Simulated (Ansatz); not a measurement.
# PtSe: the cost of one run

Program: Ansatz 0.2.0. Level of theory: DFT PBE+U (U = 7 eV, J = 0.9 eV on Pt d), plane waves, PAW, no spin–orbit coupling unless a run says so. These are calculated values, not measurements.

**1. The structure to begin with**

The structure is cubic, space group F-43m (No. 216). The conventional cell has a = 6.075 Å, b = 6.075 Å, c = 6.075 Å, α = 90.00°, β = 90.00°, γ = 90.00°. Around Pt (site symmetry -43m) lie 4 Se at 2.63 Å. Around Se (site symmetry -43m) lie 4 Pt at 2.63 Å.

Coordinates:

```cif
data_structure
_symmetry_space_group_name_H-M 'P 1'
_symmetry_Int_Tables_number 1
_cell_length_a 4.2956
_cell_length_b 4.2956
_cell_length_c 4.2956
_cell_angle_alpha 60.000
_cell_angle_beta 60.000
_cell_angle_gamma 60.000
_cell_volume 56.05
loop_
_atom_site_label
_atom_site_type_symbol
_atom_site_fract_x
_atom_site_fract_y
_atom_site_fract_z
_atom_site_occupancy
Pt1 Pt 0.00000 0.00000 0.00000 1
Se1 Se 0.25000 0.25000 0.25000 1
```

Magnetic order typed: ferromagnetic.

An earlier series on this cell reached its lowest free state from «from atoms, symmetry kept, no search», perhaps among other starts.

**2. Random orbitals: single harmonics, second filling**

Contents of input.yaml:

```yaml
crystal:
  lattice:
    - [0.0, 3.03744723, 3.03744723]
    - [3.03744723, 0.0, 3.03744723]
    - [3.03744723, 3.03744723, 0.0]
  atoms:
    - { symbol: Pt, position: [0.0, 0.0, 0.0], spin: 0.3 }
    - { symbol: Se, position: [0.25, 0.25, 0.25] }
basis:
  ecutwfc: 420
  ecutrho_ratio: 4
kpoints:
  mp_grid: { grid: [5, 5, 5] }
hamiltonian:
  xc: pbe
  hubbard:
    sites:
      - { site: 0, l: d, u: 7.0, j: 0.9, starting_ns: [{ spin: up, occupation_matrix: s0up }, { spin: down, occupation_matrix: s0down }] }
    occupation_matrices:
      s0up:
        matrix:
          - [0.97, 0.0, 0.0, 0.0, 0.0]
          - [0.0, 0.97, 0.0, 0.0, 0.0]
          - [0.0, 0.0, 0.02, 0.0, 0.0]
          - [0.0, 0.0, 0.0, 0.97, 0.0]
          - [0.0, 0.0, 0.0, 0.0, 0.97]
      s0down:
        matrix:
          - [0.02, 0.0, 0.0, 0.0, 0.0]
          - [0.0, 0.97, 0.0, 0.0, 0.0]
          - [0.0, 0.0, 0.97, 0.0, 0.0]
          - [0.0, 0.0, 0.0, 0.97, 0.0]
          - [0.0, 0.0, 0.0, 0.0, 0.97]
    ns_hold: { iters: 5 }
scf:
  occupations: { method: gaussian, width: 0.05 }
  lower_state_search: "off"
  max_iter: 150
output:
  forces: true
  stress: true
  eigenvalues: true
  populations: true
  hubbard: { sites: [{ site: 0, l: d }] }
magnetization:
  spin_polarized: true
```

The typed matrices put 0.97 on the chosen orbitals and 0.02 on the others, and are held for 5 cycles.

Launch:

```
$ ansatz run input.yaml --threads 2 --pin off --max-ram 3072MiB --backend cpu --events-out ev --progress --plain --runs-dir out
```

What time and memory should one allow on 2 threads of Intel Xeon Platinum 8488C (Sapphire Rapids), shared host?

About 6.1 s, with a peak of 0.43 GiB.
